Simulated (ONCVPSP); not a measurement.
# Cu: generating and testing an ONCV potential

Task: generate the file, and judge it by its errors in other configurations, its logarithmic derivatives, its ghosts and its cutoff.

The numbers are computed with ONCVPSP 4.0.1 (PBEsol, scalar-relativistic, spin-unpolarised reference atom).

### Step 1. The atom and the settings

Typed settings, in words:

```json
{
  "element": "copper (Cu, Z = 29)",
  "type": "optimised norm-conserving Vanderbilt (ONCV)",
  "frozen core": "[Ar]",
  "valence charge": "11",
  "reference configuration": "3d10 4s1",
  "partial waves": "4s: rc 2.30 bohr, ncon 3, nbas 7, qcut 3.7 1/bohr, 3 projectors, debl 1.5 Ha; p scattering state at 0.28 Ha: rc 2.00 bohr, ncon 4, nbas 8, qcut 3.7 1/bohr, 2 projectors, debl 0.9 Ha; 3d: rc 0.75 bohr, ncon 5, nbas 8, qcut 14.5 1/bohr, 2 projectors, debl 2.1 Ha",
  "local potential": "polynomial inside 0.65 bohr (lpopt 3, dvloc0 0 Ha)",
  "core correction": "not asked for"
}
```

The outer shells as boxes (Hund's rule for the drawing; the calculation is spin-unpolarised):

```
[Ar] core
3d [↑↓][↑↓][↑↓][↑↓][↑↓]
4s [↑ ]
```

The nodes and maxima of the atom's own shells, from an earlier all-electron run, set the scale for the radii.

All-electron outer shells of the reference configuration (PBEsol, scalar-relativistic, ld1.x):

| shell | level (eV) | outermost node (bohr) | outermost maximum (bohr) |
| --- | --- | --- | --- |
| 3p | -72.00 | 0.26 | 0.62 |
| 3d | -5.06 | – | 0.60 |
| 4s | -4.61 | 0.89 | 2.27 |
| 4p | -0.64 | 0.98 | 3.56 |

### Step 2. Generation

Contents of Cu.dat:

```
# ATOM AND REFERENCE CONFIGURATION
# atsym  z   nc   nv     iexc    psfile
  Cu 29.00    5    2  -116133      upf
#
#   n    l    f
    1    0    2.00
    2    0    2.00
    2    1    6.00
    3    0    2.00
    3    1    6.00
    3    2   10.00
    4    0    1.00
#
# PSEUDOPOTENTIAL AND OPTIMIZATION
# lmax
    2
#
#   l,   rc,      ep,       ncon, nbas, qcut
    0    2.30    0.00    3    7    3.70
    1    2.00    0.28    4    8    3.70
    2    0.75    0.00    5    8   14.50
#
# LOCAL POTENTIAL
# lloc, lpopt,  rc(5),   dvloc0
    4    3    0.65    0.00
#
# VANDERBILT-KLEINMAN-BYLANDER PROJECTORs
# l, nproj, debl
    0    3    1.50
    1    2    0.90
    2    2    2.10
#
# MODEL CORE CHARGE
# icmod, fcfact, rcfact
    0    0.00    0.00
#
# LOG DERIVATIVE ANALYSIS
# epsh1, epsh2, depsh
   -2.00    5.00    0.02
#
# OUTPUT GRID
# rlmax, drl
    6.00    0.01
#
# TEST CONFIGURATIONS
# ncnf
    4
# nvcnf
#   n    l    f
    2
    3    2   10.00
    4    0    0.00
#
    2
    3    2    9.00
    4    0    0.00
#
    2
    3    2    8.00
    4    0    0.00
#
    2
    3    2   10.00
    4    0    0.50
#
```

Run with:

```
$ oncvpsp.x < Cu.dat > Cu.out
```

Q: Predict the outcome of this session. Wanted: cutoffs for 1 and 0.1 mHa per electron, occupied waves; bound ghosts; GHOST(+) flags; largest test error; largest phase difference near zero energy, channels read.

**Answer**, as computed:

```
                                                quantity                                   value
  cutoffs for 1 and 0.1 mHa per electron, occupied waves                       347 Ha and 409 Ha
                                            bound ghosts                         s at -167.72 eV
                                          GHOST(+) flags                               p at 2 eV
                            largest test error (AE − PS)  +16 meV, for 3d9 4s0 (1 test unsolved)
largest phase difference near zero energy, channels read                               3.134 rad
```

In words: A bound ghost (s) makes it unfit for use: electrons can fall into a state that the atom doesn't have. The worst unpolarised test, 3d9 4s0, is off by 16 meV on 29.4 eV; by total energies transferability rates as good where solved. Atomic tests can pass in spite of a ghost, since they solve only for the levels asked. Of the tests 1 gave no usable energy difference, which is a warning in itself. The potential is very hard: the looser tolerance needs 347 Ha. At the looser tolerance the 3d wave is the slowest; 4s needs 5 Ha. Of the channels read, p scatters worst near zero energy, by up to 3.13 rad. A step near π is an extra or missing state, not a misfit of shape. The pseudo curves have a pole with no partner nearby in the atom's: p at 0.09 Ha. At positive energy that is a spurious or a displaced resonance. The program also flags highly localised states, GHOST(+) (p).
